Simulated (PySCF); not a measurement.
LiBr, in a box:

```
Li Br
1.0
    11.00000    0.00000    0.00000
     0.00000   10.00000    0.00000
     0.00000    0.00000   10.00000
Li Br
1 1
Direct
  0.41709 0.53288 0.45559
  0.58527 0.47132 0.55121
```

Base run:

* Program: PySCF 2.14.0
* Functional: r2SCANh
* Dispersion: D4
* Potentials or basis: 6-31g* (all-electron)
* k mesh: 1 × 1 × 1
* Occupations: fixed
* Spin: no spin polarisation

Its results: gap between the frontier levels 5.32 eV.

Q: The run is repeated on the same cell with these changes: functional from r2SCANh to TPSS. What comes out?

A: Gap between the frontier levels 3.92 eV.

r2SCANh gives the wider gap, since exact exchange removes part of the self-interaction.

Caveats: this is a molecule in a periodic box at the Γ point, so its band gap is the HOMO-LUMO gap; relativity is left out, which matters for the heavier elements; the basis of atomic orbitals isn't converged, which shifts pressures, moduli and gaps.

A k mesh can miss the band edges.

Not every run made on this cell is shown here.
